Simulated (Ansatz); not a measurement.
# Cs3Bi2Br9: the cost of one run

Computed with the Python package of Ansatz 0.2.0. Level of theory: DFT r2SCAN, plane waves, PAW.

## 1. The system

It takes space group P-3m1 (No. 164, trigonal). Conventional cell: a = 7.972 Å, b = 7.972 Å, c = 9.867 Å, α = 90.00°, β = 90.00°, γ = 120.00°. Cs (site symmetry 3m) is surrounded by 12 Br at 3.96 to 4.01 Å. Cs (site symmetry -3m) has 12 Br at 3.99 to 4.07 Å as nearest neighbours. Bi (site symmetry 3m) is surrounded by 6 Br at 2.71 to 2.98 Å. Br (site symmetry 2/m) is surrounded by 2 Bi at 2.98 Å and 4 Cs at 3.99 to 4.01 Å. Br (site symmetry m) is surrounded by 1 Bi at 2.71 Å.

The script reads cs3bi2br9.vasp:

```text
Cs3Bi2Br9
1.0
   7.97200000    0.00000000    0.00000000
  -3.98600000    6.90395452    0.00000000
   0.00000000    0.00000000    9.86700000
Cs Bi Br
3 2 9
Direct
   0.66666667    0.33333333    0.66690000
   0.33333333    0.66666667    0.33310000
   0.00000000    0.00000000    0.00000000
   0.66666667    0.33333333    0.19180000
   0.33333333    0.66666667    0.80820000
   0.50000000    0.50000000    0.00000000
   0.50000000    0.00000000    0.00000000
   0.00000000    0.50000000    0.00000000
   0.33530000    0.16765000    0.33940000
   0.83235000    0.16765000    0.33940000
   0.83235000    0.66470000    0.33940000
   0.16765000    0.33530000    0.66060000
   0.16765000    0.83235000    0.66060000
   0.66470000    0.83235000    0.66060000
```

## 2. Script

pdos_cs3bi2br9.py

```python
"""Which atoms and shells make the states of Cs3Bi2Br9."""

import warnings

import ansatz as az
from ase.io import read
import matplotlib.pyplot as plt
import numpy as np

warnings.simplefilter("ignore", az.DeckWarning)

atoms = read("cs3bi2br9.vasp", format="vasp")
system = az.Crystal.from_ase(atoms)

calculation = (
    system.calculation()
    .functional("r2scan")
    .kpoints(spacing=0.34)
    .occupations(az.OccupationsMethod.FIXED)
    .scf(extra_bands=34)
    .density_of_states(projected=True, energy_step=0.05)
)
planned = calculation.session().plan(threads=1)
facts = planned.describe()
print("plan:", facts["n_bands"], "bands,", len(facts["kpoints_frac"]), "k-points, plane waves", facts["n_pw_range"], "grid", facts["fft_dense"])
done = planned.execute()
summary = done.report

dos = done.density_of_states()
energy = np.asarray(dos.energies_ev) - dos.fermi_ev
curves = {}
for site in done.projected_density_of_states().sites:
    for shell in site.shells:
        weight = sum(np.sum(curve.g_bin_mean_per_ev, axis=0) for curve in shell.curves)
        name = f"{site.species} {shell.label}"
        curves[name] = curves.get(name, 0) + weight

window = (energy > -6) & (energy < 4)
fig, ax = plt.subplots(figsize=(5.5, 3.5))
for name, g in curves.items():
    if g[window].max() > 0.05:
        ax.plot(energy[window], g[window], label=name, lw=1)
        print(f"{name:8s} peak {g[window].max():7.3f} states/eV at {energy[window][g[window].argmax()]:6.2f} eV")
ax.set(xlabel="E - E_F (eV)", ylabel="states/eV")
ax.legend(fontsize=7)
fig.tight_layout()
fig.savefig("pdos.png", dpi=100)
```

## 3. The run

Started as:

```bash
python pdos_cs3bi2br9.py
```

Q: Estimate wall time and peak memory on 1 thread of Intel Xeon Platinum 8259CL at 2.50GHz (Skylake/Cascade Lake), shared host.

About 46 s, with a peak of 1.9 GiB.
